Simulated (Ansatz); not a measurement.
A nudged elastic band was laid between two geometries of a periodic cell of 23 atoms, Si₆SnO₁₆ (host SiO2, host structure P4_2/mnm, dopant Sn, one Si atom removed).

Computed with Ansatz 0.2.0, DFT PBE, scalar-relativistic, plane waves, PAW. Settings: PAW set soft_1, cutoff 420 eV, k mesh 2x2x3, gaussian smearing 0.05 eV, no spin polarisation.

| Quantity | Value |
| --- | --- |
| movable images | 5 |
| climbing image | yes |
| spring | 5.0 eV/Å² |
| optimiser | quadratic models (default) |
| start path | straight line |
| force threshold | 0.05 eV/Å |
| iteration limit | 80 |
| end points | relaxed |

Initial state:

```xyz
23
Lattice="-4.1738 -4.1738 0.0000 4.1738 -4.1738 0.0000 0.0000 0.0000 5.3326" Properties=species:S:1:pos:R:3
Si 0.010 -4.168 -0.023
Sn 2.097 -2.082 1.335
O 1.184 -2.993 -0.155
O 0.752 -0.733 1.336
O -1.163 -5.343 -0.155
O 3.444 -3.428 1.336
Si 0.010 -4.168 2.694
O 1.184 -2.994 2.826
O 0.787 -0.769 4.002
O -1.163 -5.343 2.825
O 3.410 -3.392 4.002
Si 0.012 0.007 -0.019
Si -2.076 -2.081 1.335
O -2.883 -2.887 0.006
O 0.830 -4.986 1.336
O -1.268 -1.274 0.006
O -0.809 -3.350 1.336
Si 0.011 0.007 2.690
Si -2.076 -2.080 4.002
O -2.883 -2.887 2.665
O 0.857 -5.013 4.002
O -1.269 -1.274 2.665
O -0.836 -3.322 4.002
```

Final state:

```xyz
23
Lattice="-4.1738 -4.1738 0.0000 4.1738 -4.1738 0.0000 0.0000 0.0000 5.3326" Properties=species:S:1:pos:R:3
Si 0.000 -4.174 0.025
Sn 2.087 -2.087 -1.333
O 1.174 -3.000 0.158
O 0.777 -0.777 1.333
O -1.174 -5.348 0.158
O 3.397 -3.397 1.333
Si 0.000 -4.174 2.641
O 1.174 -3.000 2.508
O 0.740 -0.740 3.999
O -1.174 -5.348 2.508
O 3.434 -3.434 3.999
Si 0.000 0.000 0.023
Si -2.087 -2.087 1.333
O -2.894 -2.894 -0.003
O 0.846 -5.019 1.333
O -1.280 -1.280 -0.003
O -0.846 -3.328 1.333
Si 0.000 0.000 2.644
Si -2.087 -2.087 3.999
O -2.894 -2.894 2.670
O 0.819 -4.993 3.999
O -1.280 -1.280 2.670
O -0.819 -3.355 3.999
```

(1) Which bonds break or form, and what moves?

(2) What energy profile does the band end with?

(3) What is the geometry of the highest image?

Answers

(1) The atom that moves furthest is Sn2, by 2.67 Å; four of its nearest neighbours are O4 1.90, O6 1.90, O8 1.97, O3 1.97 Å at the first end and O9 1.90, O11 1.90, O5 1.97, O3 1.97 Å at the last.

(2) The forces met the threshold. The highest image is number 3 of 0 to 6, 2.78 eV above the ends, which have the same energy within 2 meV. By the program's own check the climbing image is a first-order saddle point (lowest curvatures found: -2.33 and 1.26 eV/Å²). Limits of this set-up: coarse k mesh, no spin, though dangling bonds at a vacancy may carry it, a small cell, in which the defect meets its images, a typed lattice constant that wasn't relaxed here.

| image | path coordinate (Å) | energy (eV) | Sn2–O4 (Å) | Sn2–O6 (Å) | Sn2–O9 (Å) |
| --- | --- | --- | --- | --- | --- |
| 0 | 0.00 | 0.00 | 1.90 | 1.90 | 3.25 |
| 1 | 0.96 | 0.97 | 1.94 | 1.91 | 3.21 |
| 2 | 1.92 | 1.92 | 2.08 | 1.89 | 2.96 |
| 3 | 2.87 | 2.78 | 2.62 | 1.92 | 2.62 |
| 4 | 3.83 | 1.91 | 2.96 | 2.52 | 2.09 |
| 5 | 4.79 | 0.97 | 3.21 | 3.14 | 1.94 |
| 6 | 5.75 | 0.00 | 3.25 | 3.25 | 1.90 |

(3) 
```xyz
23
Lattice="-4.1738 -4.1738 0.0000 4.1738 -4.1738 0.0000 0.0000 0.0000 5.3326" Properties=species:S:1:pos:R:3
Si -0.065 -4.100 0.001
Sn 2.463 -2.455 0.001
O 0.809 -2.865 0.759
O 1.006 -0.735 1.336
O -1.301 -4.975 -0.757
O 3.514 -3.401 1.300
Si -0.038 -4.128 2.667
O 1.139 -3.000 2.165
O 0.744 -0.998 3.999
O -1.166 -5.304 3.170
O 3.410 -3.505 4.035
Si 0.180 -0.171 0.001
Si -2.177 -2.141 1.333
O -2.894 -2.868 -0.100
O 0.511 -5.187 1.279
O -1.297 -1.271 0.102
O -1.115 -3.591 1.342
Si 0.123 -0.115 2.667
Si -2.024 -1.988 4.001
O -2.919 -2.851 2.762
O 1.021 -4.676 4.056
O -1.314 -1.247 2.573
O -0.574 -3.051 3.993
```

Time of the run: 52 min on 2 threads of Arm Neoverse V2, on a shared host, peak memory 1 GiB.
